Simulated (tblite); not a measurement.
# C2H15AlFOSi5: the cost of one run

Computed with tblite 0.8.0 and PySCF 2.14.0; each step states its level. No surroundings beyond the atoms listed, unless a continuum is named. Atoms count from 0, parts from 1.

### 1 Starting point

25 atoms, charge 0, multiplicity 2; geometry: rigid parts in contact. Parts: 1 = atoms 0–23, `[CH3][Al]([CH3])[O][SiH]1[SiH2][SiH2][SiH2][SiH2]1`, charge 0; 2 = atom 24, `[F]`, charge 0.

### 2 Docking the parts with GFN2-xTB

What the job is given:

```
{"job": {"kind": "dock", "xc": "GFN2-xTB", "basis": "xTB"}, "charge": 0, "multiplicity": 2, "parts": [{"atoms": "0-23", "charge": 0, "multiplicity": 1}, {"atoms": "24-24", "charge": 0, "multiplicity": 2}]}
Si    -0.490392    -2.665370    -0.125791
Si    -0.647174    -1.745301    -2.272842
Si    -2.005392     0.159811    -2.129581
Si    -2.575860     0.455903     0.123653
Si    -1.133633    -0.944010     1.314437
O      0.231830    -0.024710     1.421651
Al     1.548983     0.991181     1.217153
C      2.790968     1.239978     2.757509
C      1.658805     1.818761    -0.599219
H      0.837040    -3.241311     0.143691
H     -1.399339    -3.816947     0.007378
H     -1.153461    -2.698232    -3.271948
H      0.682922    -1.403730    -2.806575
H     -3.191802     0.028211    -2.989960
H     -1.336281     1.340192    -2.701043
H     -2.511928     1.869830     0.531049
H     -3.985809     0.095532     0.351417
H     -1.443759    -1.265429     2.719891
H      3.208118     0.285994     3.094779
H      3.631024     1.895261     2.516239
H      2.280860     1.672483     3.623795
H      0.764955     2.411459    -0.818312
H      2.518816     2.479603    -0.720711
H      1.720510     1.060839    -1.386659
F     -2.287898     0.888525     2.805556
```

Method: GFN2-xTB search for minima from random contacts, gas phase.

Launch:

```bash
$ OMP_NUM_THREADS=1 python cluster_run.py task.json out
```

This one command runs all jobs of the session in turn.

Q: Estimate the wall time of this first job on 1 thread of Intel Xeon 6975P-C, shared host.

About 52 s.
